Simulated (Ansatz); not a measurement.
# SnGeH6 (SMILES [GeH3][SnH3]): levels of theory compared

Wanted: a comparison of 6 runs (B2PLYP/def2-SVP, PBE-QIDH/def2-SVP, PBE/def2-SVP, r2SCAN0/def2-SVP, wB97X/def2-SVP, MP2/def2-SVP) of SnGeH6. 

Program for the calculation: Ansatz 0.2.0.

41 further runs of the same task are left out: 41 set aside as unsound or not needed.

**1. The structure to begin with**

SnGeH6: 8 atoms, total charge 0, spin state singlet. SMILES: `[GeH3][SnH3]`. The Ge1–H5 distance was set to 1.999 Å, away from the relaxed value.

Bond lengths: Ge1–Sn2 2.595 Å, Ge1–H3 1.538 Å, Ge1–H4 1.538 Å, Sn2–H6 1.707 Å, Sn2–H7 1.707 Å, Sn2–H8 1.707 Å. Angles: Ge1–Sn2–H6 110.4°, Ge1–Sn2–H7 110.5°, Ge1–Sn2–H8 110.4°, Sn2–Ge1–H3 110.4°, Sn2–Ge1–H4 110.4°, H6–Sn2–H7 108.5°, H6–Sn2–H8 108.5°, H7–Sn2–H8 108.5°, H3–Ge1–H4 108.5°. A long bond or contact: Ge1–H5 1.999 Å.

**2. A single-point energy at B2PLYP/def2-SVP (core potential) (run 1)**

input.yaml

```yaml
crystal:
  periodic: [false, false, false]
  atoms:
    - {symbol: Ge, position_ang: [-1.006600, 0.105576, -0.699873]}
    - {symbol: Sn, position_ang: [0.499000, -0.470524, 1.333727]}
    - {symbol: H, position_ang: [-2.083300, 1.127076, -0.298073]}
    - {symbol: H, position_ang: [-1.705900, -1.158824, -1.225573]}
    - {symbol: H, position_ang: [0.087500, 0.886500, -2.179300]}
    - {symbol: H, position_ang: [-0.440100, -1.113024, 2.606627]}
    - {symbol: H, position_ang: [1.678500, -1.624424, 0.895227]}
    - {symbol: H, position_ang: [1.295400, 0.928876, 1.901527]}
basis:
  gaussian:
    orbitals: def2-SVP
output:
  orbitals: {seedname: orbitals}
accuracy: high
hamiltonian:
  xc: {name: B2PLYP}
correlation:
  frozen_orbitals: {Ge: 9, H: 0, Sn: 4}
```

Run with:

```
$ ansatz run input.yaml --threads 1 --pin off --max-ram 3480MiB --events-out events.jsonl --progress --plain --runs-dir runs
```

What it wrote:

```text
Warning: RAYON_NUM_THREADS=1 ignored (pool sized by the plan → 1); use --threads N
Functional definition: B2PLYP
  name "B2PLYP"
  parameter a = 0.53
  parameter c = 0.27
  exchange = (1 - a)*b88_x + a*exact_x
  correlation = (1 - c)*lyp_c + c*(mp2_os + mp2_ss)
2013 factors; integrals over basis functions are off by at most 9.2e-9 eV
mean field evaluation 1: about -62416.8739 eV, gradient 1.1e1 eV
mean field evaluation 2: about -62416.8978 eV, gradient 1.1e1 eV
mean field evaluation 4: about -62417.1450 eV, gradient 1.2e0 eV
mean field evaluation 8: about -62417.1472 eV, gradient 6.3e-3 eV
mean field evaluation 16: about -62417.1472 eV, gradient 5.2e-7 eV
mean field -62417.14722954 eV, -2293.7878528236 hartree, gradient 3.4e-8 eV, S^2 0.000000; 0 other end points of the search recorded, 0 dependent functions left out
13 core orbitals not correlated: weight in the atoms' cores, before any rotation towards them, 1.000 or more for the frozen orbitals, at most 0.000 for the correlated occupied ones
reference -62417.14725889 eV, -2293.7878539021 hartree; 17, 17 occupied and 58, 58 virtual orbitals, 2013 factors
second order -12.16025140 eV of doubles, -0.00000000 eV of singles
Total energy: -62420.43052676 eV, -2293.9085117711 hartree
```

Run time: 9.6 s. Hardware: 1 thread of Arm Neoverse V2, shared host; peak memory 0.32 GiB.

**3. A single-point energy at PBE-QIDH/def2-SVP (core potential) (run 2)**

run.yaml

```yaml
crystal:
  periodic: [false, false, false]
  atoms:
    - symbol: Ge
      position_ang: [-1.006600, 0.105576, -0.699873]
    - symbol: Sn
      position_ang: [0.499000, -0.470524, 1.333727]
    - symbol: H
      position_ang: [-2.083300, 1.127076, -0.298073]
    - symbol: H
      position_ang: [-1.705900, -1.158824, -1.225573]
    - symbol: H
      position_ang: [0.087500, 0.886500, -2.179300]
    - symbol: H
      position_ang: [-0.440100, -1.113024, 2.606627]
    - symbol: H
      position_ang: [1.678500, -1.624424, 0.895227]
    - symbol: H
      position_ang: [1.295400, 0.928876, 1.901527]
basis:
  gaussian: {orbitals: def2-SVP}
total_charge: 0
hamiltonian: {xc: {name: PBE-QIDH}}
correlation: {frozen_orbitals: {Ge: 9, H: 0, Sn: 4}}
accuracy: high
output: {orbitals: {seedname: orbitals}}
```

Run with:

```
$ ansatz run run.yaml --threads 1 --pin off --max-ram 3480MiB --events-out events.jsonl --progress --plain --runs-dir runs
```

What it wrote, cut to the lines that bear on the results:

```text
Warning: RAYON_NUM_THREADS=1 ignored (pool sized by the plan → 1); use --threads N
Functional definition: PBE-QIDH
  name "PBE-QIDH"
[...]
2013 factors; integrals over basis functions are off by at most 9.2e-9 eV
[...]
mean field -62411.00649731 eV, -2293.5621850764 hartree, gradient 9.5e-8 eV, S^2 0.000000; 0 other end points of the search recorded, 0 dependent functions left out
13 core orbitals not correlated: weight in the atoms' cores, before any rotation towards them, 1.000 or more for the frozen orbitals, at most 0.000 for the correlated occupied ones
reference -62411.00649855 eV, -2293.5621851220 hartree; 17, 17 occupied and 58, 58 virtual orbitals, 2013 factors
second order -11.21407760 eV of doubles, -0.00000000 eV of singles
Total energy: -62414.74452441 eV, -2293.6995550389 hartree
```

Wall time 9.9 s (1 thread of Arm Neoverse V2, shared host); peak memory 0.32 GiB.

Runs 3 to 5 aren't shown in full; the table further down has their settings and results.

**4. A single-point energy at MP2/def2-SVP (core potential) (run 6)**

Changes to input.yaml since step 2:

```diff
@@ -12,10 +12,5 @@
 basis:
-  gaussian:
-    orbitals: def2-SVP
-output:
-  orbitals: {seedname: orbitals}
+  gaussian: {orbitals: def2-SVP}
+total_charge: 0
+correlation: {method: mp2, frozen_orbitals: {Ge: 9, H: 0, Sn: 4}}
 accuracy: high
-hamiltonian:
-  xc: {name: B2PLYP}
-correlation:
-  frozen_orbitals: {Ge: 9, H: 0, Sn: 4}
```

Run with:

```
$ ansatz run input.yaml --threads 1 --pin off --max-ram 3480MiB --events-out events.jsonl --progress --plain --runs-dir runs
```

What it wrote:

```text
Warning: RAYON_NUM_THREADS=1 ignored (pool sized by the plan → 1); use --threads N
Functional definition: HF
  name "HF"
  exchange = exact_x
  correlation = 0
2013 factors; integrals over basis functions are off by at most 9.2e-9 eV
mean field evaluation 1: about -62364.2350 eV, gradient 1.2e1 eV
mean field evaluation 2: about -62364.2807 eV, gradient 1.2e1 eV
mean field evaluation 4: about -62365.1143 eV, gradient 2.1e0 eV
mean field evaluation 8: about -62365.1225 eV, gradient 3.1e-4 eV
mean field -62365.12247071 eV, -2291.8759782003 hartree, gradient 3.7e-8 eV, S^2 0.000000; 0 other end points of the search recorded, 0 dependent functions left out
13 core orbitals not correlated: weight in the atoms' cores, before any rotation towards them, 1.000 or more for the frozen orbitals, at most 0.000 for the correlated occupied ones
reference -62365.12247071 eV, -2291.8759782003 hartree; 17, 17 occupied and 58, 58 virtual orbitals, 2013 factors
second order -9.83215388 eV of doubles, -0.00000000 eV of singles
Total energy: -62374.95462459 eV, -2292.2373031909 hartree
```

Run time: 3.3 s. Hardware: 1 thread of Arm Neoverse V2, shared host; peak memory 0.27 GiB.

**5. All runs side by side**

```tsv
run	level	frozen core orbitals	energy (Eh)	HOMO energy (eV)	LUMO energy (eV)	HOMO–LUMO gap (eV)	wall time
1	B2PLYP/def2-SVP (core potential)	13	-2293.908512	-8.72	0.24	8.96	9.6 s
2	PBE-QIDH/def2-SVP (core potential)	13	-2293.699555	-9.50	0.77	10.27	9.9 s
3	PBE/def2-SVP (core potential)	–	-2294.243087	-6.85	-1.78	5.07	6 s
4	r2SCAN0/def2-SVP (core potential)	–	-2294.602481	-8.07	-0.87	7.20	14 s
5	wB97X/def2-SVP (core potential)	–	-2294.664090	-10.04	1.06	11.10	25 s
6	MP2/def2-SVP (core potential)	13	-2292.237303	–	–	–	3.3 s
```

**6. Summary of results**

| quantity | value |
| --- | --- |
| run 6: total energy | -2292.23730 Eh |
| run 6: correlation energy (13 core orbitals frozen) | -361.3 mEh |

What this shows: Over runs 1, 2, 3, 4, 5 the HOMO–LUMO gap runs from 5.07 eV (PBE/def2-SVP) to 11.10 eV (wB97X/def2-SVP). Totals of different functionals can't be ranked against each other. All runs together took 67 s, the longest 25 s.
